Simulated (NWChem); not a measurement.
# the pair SiH2···ZnF2: a chain of runs

Wanted: the energy (singlet ZnSiH2F2, B3LYP-D3(BJ)/def2-SVPD), then the energy (singlet SiH2, B3LYP-D3(BJ)/def2-SVPD), then a single-point energy (singlet ZnF2, B3LYP-D3(BJ)/def2-SVPD), then a single-point energy (singlet SiH2, B3LYP-D3(BJ)/def2-SVPD), then a single-point energy (singlet ZnF2, B3LYP-D3(BJ)/def2-SVPD) of F2H2SiZn and its partners. 

The calculation is run with NWChem 7.3.0.

## Step 1: The structure to begin with

The species is ZnSiH2F2 (6 atoms), meant as a singlet with charge 0. The two molecules were placed rigidly side by side, at 1.3 times their contact distance; the pair isn't optimised.

Bond lengths: F4–Zn5 1.732 Å, Zn5–F6 1.732 Å, Si1–H2 1.525 Å, Si1–H3 1.525 Å. Angles: F4–Zn5–F6 180.0°, H2–Si1–H3 91.2°.

## Step 2: The energy at B3LYP-D3(BJ)/def2-SVPD (run 1)

Input file sp.nw:

```
start sp
title "F2H2SiZn"
memory 2200 mb

geometry units angstrom noautosym nocenter noautoz
Si   -0.491200    0.468600   -0.213600
H     0.840300    0.578600    0.522500
H    -0.349100   -1.047200   -0.308900
F     4.092990   -0.103270   -0.687570
Zn    5.121470    1.274770   -0.483630
F     6.150520    2.652400   -0.279610
end

basis spherical bse
* library def2-SVPD
end

dft
xc b3lyp
disp vdw 4
grid fine
convergence energy 1e-08
iterations 100
mulliken
noprint "final vectors analysis"
end

task dft
```

Run with:

```bash
$ nwchem sp.nw > sp.out
```

What it wrote, shortened:

```text
[...]
          Wavefunction type:  closed shell.
          No. of atoms     :     6
          No. of electrons :    64
[...]
          Charge           :     0
          Spin multiplicity:     1
[...]
          AO basis - number of functions:   120
[...]
              XC Information
              --------------
                         B3LYP Method XC Potential
                     Hartree-Fock (Exact) Exchange  0.200
                        Slater Exchange Functional  0.800 local
                    Becke 1988 Exchange Functional  0.720 non-local
              Lee-Yang-Parr Correlation Functional  0.810
                  VWN I RPA Correlation Functional  0.190 local
[...]
 d= 0,ls=0.0,diis     1  -2269.2143143252 -2.53D+03  1.80D-02  1.05D+00     2.9
[...]
 d= 0,ls=0.0,diis    10  -2269.3481077014 -1.94D-09  2.51D-07  4.99D-09    21.8
         Total DFT energy =    -2269.348107701442
      One electron energy =    -3681.552462597516
           Coulomb energy =     1265.433591912121
    Exchange-Corr. energy =     -113.721245957331
 Nuclear repulsion energy =      260.495755904526
    Dispersion correction =       -0.003746963242
[...]
      Total Density - Mulliken Population Analysis
     ---------------------------------------------
    Atom       Charge   Shell Charges
 -----------   ------   -------------------------------------------------------
    1 Si  14    14.13   2.00  1.98  1.35  0.43  0.09  5.92  0.99  1.24  0.08  0.05
    2 H    1     0.93   0.74  0.17  0.01 -0.00
    3 H    1     0.94   0.74  0.17  0.01  0.01
    4 F    9     9.65   1.99  1.13  0.81  0.04  3.32  2.08  0.26  0.00  0.03
    5 Zn  30    28.70   2.00  2.00  2.00  0.60 -0.00  6.00  6.00  0.25 -0.03  8.00  1.89  0.00
    6 F    9     9.65   1.99  1.13  0.81  0.04  3.32  2.08  0.25  0.00  0.03
[...]
```

Wall time 23 s (1 thread of Intel Xeon Platinum 8488C (Sapphire Rapids), shared host); peak memory 0.13 GiB.

## Step 3: SiH2: the energy at B3LYP-D3(BJ)/def2-SVPD (run 2)

Input file mol.nw:

```
start mol
title "H2Si"
memory stack 880 mb heap 220 mb global 1100 mb
charge 0

geometry units au noautosym nocenter noautoz
Si -0.92823347  0.88552566 -0.40364550
H   1.58793686  1.09339554  0.98738190
H  -0.65970339 -1.97892120 -0.58373640
end

basis "ao basis" spherical bse
* library def2-SVPD
end

dft
xc b3lyp
disp vdw 4
grid fine
convergence energy 1e-08
iterations 100
mulliken
print low
end

task dft energy
```

Run with:

```bash
$ nwchem mol.nw > mol.out
```

What it wrote, shortened:

```text
[...]
 d= 0,ls=0.0,diis     1   -290.5313429883 -3.00D+02  1.22D-02  6.77D-02     0.3
[...]
 d= 0,ls=0.0,diis     7   -290.5419686401 -1.70D-10  9.58D-08  1.18D-12     1.3
         Total DFT energy =     -290.541968640082
      One electron energy =     -421.588013236428
           Coulomb energy =      142.676619071263
    Exchange-Corr. energy =      -21.585184134722
 Nuclear repulsion energy =        9.956246047361
    Dispersion correction =       -0.001636387556
[...]
      Total Density - Mulliken Population Analysis
     ---------------------------------------------
    Atom       Charge   Shell Charges
 -----------   ------   -------------------------------------------------------
    1 Si  14    14.13   2.00  1.98  1.35  0.43  0.08  5.92  0.99  1.26  0.08  0.05
    2 H    1     0.93   0.74  0.17  0.01  0.01
    3 H    1     0.93   0.74  0.17  0.01  0.01
[...]
```

Run time: 1.8 s. Hardware: 1 thread of Intel Xeon Platinum 8488C (Sapphire Rapids), shared host; peak memory 0.12 GiB.

## Step 4: ZnF2: the energy at B3LYP-D3(BJ)/def2-SVPD (run 3)

Input file f2zn.nw:

```
start f2zn
title "F2Zn"
memory stack 880 mb heap 220 mb global 1100 mb

geometry units angstrom noautosym nocenter noautoz
  F      4.092990    -0.103270    -0.687570
  Zn     5.121470     1.274770    -0.483630
  F      6.150520     2.652400    -0.279610
end

basis "ao basis" spherical bse
  * library def2-SVPD
end

dft
  xc b3lyp
  disp vdw 4
  grid fine
  convergence energy 1e-08
  maxiter 100
  mulliken
  print low
end

task dft energy
```

Run with:

```bash
$ nwchem f2zn.nw > f2zn.out
```

What it wrote, shortened:

```text
[...]
 d= 0,ls=0.0,diis     1  -1978.6828298339 -2.16D+03  2.60D-02  9.82D-01     1.4
[...]
 d= 0,ls=0.0,diis     8  -1978.8052694441  6.46D-09  1.85D-06  1.19D-07     7.8
         Total DFT energy =    -1978.805269444067
      One electron energy =    -3113.666635433884
           Coulomb energy =     1049.597995794392
    Exchange-Corr. energy =      -92.137278647531
 Nuclear repulsion energy =      177.402195301310
    Dispersion correction =       -0.001546458354
[...]
      Total Density - Mulliken Population Analysis
     ---------------------------------------------
    Atom       Charge   Shell Charges
 -----------   ------   -------------------------------------------------------
    1 F    9     9.65   1.99  1.13  0.81  0.04  3.32  2.08  0.25  0.00  0.03
    2 Zn  30    28.70   2.00  2.00  2.00  0.60 -0.00  6.00  6.00  0.25 -0.03  8.00  1.89  0.00
    3 F    9     9.65   1.99  1.13  0.81  0.04  3.32  2.08  0.25  0.00  0.03
[...]
```

Wall time 8.4 s (1 thread of Intel Xeon Platinum 8488C (Sapphire Rapids), shared host); peak memory 0.12 GiB.

## Step 5: SiH2 among ghost functions: the energy at B3LYP-D3(BJ)/def2-SVPD (with ghost functions) (run 4)

Input file h2si.nw:

```
start h2si
title "H2Si B3LYP"
memory 2200 mb

geometry noautosym nocenter noautoz
Si      -0.491200       0.468600      -0.213600
H        0.840300       0.578600       0.522500
H       -0.349100      -1.047200      -0.308900
bqF      4.092990    -0.103270    -0.687570
bqZn     5.121470     1.274770    -0.483630
bqF      6.150520     2.652400    -0.279610
end

basis spherical bse
Si library def2-SVPD
H library def2-SVPD
bqF library F def2-SVPD
bqZn library Zn def2-SVPD
end

dft
xc b3lyp
disp vdw 4
grid fine
convergence energy 1e-08
maxiter 100
mulliken
print low
end

task dft energy
```

Run with:

```bash
$ nwchem h2si.nw > h2si.out
```

What it wrote, shortened:

```text
[...]
 d= 0,ls=0.0,diis     1   -290.5314905549 -3.00D+02  4.17D-03  6.82D-02     1.9
[...]
 d= 0,ls=0.0,diis     7   -290.5421645647 -1.98D-10  2.40D-07  4.94D-10    12.0
         Total DFT energy =     -290.542164564714
      One electron energy =     -421.580707642290
           Coulomb energy =      142.668212963890
    Exchange-Corr. energy =      -21.584280256490
 Nuclear repulsion energy =        9.956246757726
    Dispersion correction =       -0.001636387549
[...]
      Total Density - Mulliken Population Analysis
     ---------------------------------------------
    Atom       Charge   Shell Charges
 -----------   ------   -------------------------------------------------------
    1 Si  14    14.13   2.00  1.98  1.35  0.44  0.09  5.92  0.99  1.23  0.08  0.05
    2 H    1     0.93   0.74  0.17  0.01 -0.00
    3 H    1     0.94   0.74  0.17  0.01  0.01
    4 X    0     0.00   0.00 -0.00  0.00 -0.00  0.00 -0.00  0.00 -0.00  0.00
    5 X    0     0.00  -0.00 -0.00 -0.00  0.00  0.00 -0.00 -0.00  0.00  0.00 -0.00 -0.00 -0.00
    6 X    0    -0.00  -0.00 -0.00  0.00  0.00 -0.00  0.00 -0.00 -0.00 -0.00
[...]
```

Run time: 13 s. Hardware: 1 thread of Intel Xeon Platinum 8488C (Sapphire Rapids), shared host; peak memory 0.12 GiB.

## Step 6: ZnF2 among ghost functions: the energy at B3LYP-D3(BJ)/def2-SVPD (with ghost functions) (run 5)

Input file nw.nw:

```
start nw
memory total 2200 mb

geometry units angstrom noautosym nocenter noautoz
  F     4.092990   -0.103270   -0.687570
  Zn    5.121470    1.274770   -0.483630
  F     6.150520    2.652400   -0.279610
  bqSi    -0.491200     0.468600    -0.213600
  bqH      0.840300     0.578600     0.522500
  bqH     -0.349100    -1.047200    -0.308900
end

basis spherical bse
  F library def2-SVPD
  Zn library def2-SVPD
  bqSi library Si def2-SVPD
  bqH library H def2-SVPD
end

dft
  xc b3lyp
  disp vdw 4
  grid fine
  convergence energy 1e-08
  iterations 100
  mulliken
  print low
end

task dft
```

Run with:

```bash
$ nwchem nw.nw > nw.out
```

What it wrote, shortened:

```text
[...]
 d= 0,ls=0.0,diis     1  -1978.6829390736 -2.16D+03  1.75D-02  9.83D-01     2.7
[...]
 d= 0,ls=0.0,diis    10  -1978.8054623085  8.19D-12  6.04D-08  2.51D-10    21.3
         Total DFT energy =    -1978.805462308499
      One electron energy =    -3113.666951948808
           Coulomb energy =     1049.597985456584
    Exchange-Corr. energy =      -92.137144659231
 Nuclear repulsion energy =      177.402195301310
    Dispersion correction =       -0.001546458354
[...]
      Total Density - Mulliken Population Analysis
     ---------------------------------------------
    Atom       Charge   Shell Charges
 -----------   ------   -------------------------------------------------------
    1 F    9     9.65   1.99  1.13  0.81  0.04  3.32  2.08  0.26  0.00  0.03
    2 Zn  30    28.70   2.00  2.00  2.00  0.60 -0.01  6.00  6.00  0.25 -0.03  8.00  1.89  0.00
    3 F    9     9.65   1.99  1.13  0.81  0.04  3.32  2.08  0.25  0.00  0.03
    4 X    0    -0.00  -0.00 -0.00  0.00 -0.00  0.00 -0.00  0.00 -0.00 -0.00 -0.00
    5 X    0    -0.00   0.00 -0.00 -0.00 -0.00
    6 X    0     0.00   0.00  0.00  0.00 -0.00
[...]
```

It took 22 s on 1 thread of Intel Xeon Platinum 8488C (Sapphire Rapids), shared host; peak memory 0.12 GiB.

## Step 7: What came out

| quantity | value |
| --- | --- |
| run 1, B3LYP-D3(BJ)/def2-SVPD: total energy | -2269.34811 Eh |
| run 1, B3LYP-D3(BJ)/def2-SVPD: dipole moment | 0.21 D |
| run 1, B3LYP-D3(BJ)/def2-SVPD: dispersion energy | -9.84 kJ/mol |
| SiH2: total energy | -290.54197 Eh |
| SiH2: dispersion energy | -4.30 kJ/mol |
| ZnF2: total energy | -1978.80527 Eh |
| ZnF2: dispersion energy | -4.06 kJ/mol |
| SiH2 among ghost functions: total energy | -290.54216 Eh |
| SiH2 among ghost functions: dispersion energy | -4.30 kJ/mol |
| ZnF2 among ghost functions: total energy | -1978.80546 Eh |
| ZnF2 among ghost functions: dispersion energy | -4.06 kJ/mol |
| interaction energy of the rigid parts SiH2 and ZnF2 (parts in their own basis; closest atoms 3.54 Å apart) | -0.024 eV |
| interaction energy of the rigid parts SiH2 and ZnF2 (parts in the whole basis, counterpoise; closest atoms 3.54 Å apart) | -0.013 eV |

The interaction energy of the rigid parts SiH2 and ZnF2 (parts in their own basis; closest atoms 3.54 Å apart) is −0.02 eV (−2.3 kJ/mol): the parts attract. Without counterpoise this holds the superposition error of the basis. The interaction energy of the rigid parts SiH2 and ZnF2 (parts in the whole basis, counterpoise; closest atoms 3.54 Å apart) is −0.01 eV (−1.3 kJ/mol). The basis-set superposition error is 1.0 kJ/mol. Mulliken charges (SiH2) run from -0.13 on Si1 to +0.07 on H2; in a basis this large or diffuse they mean little.
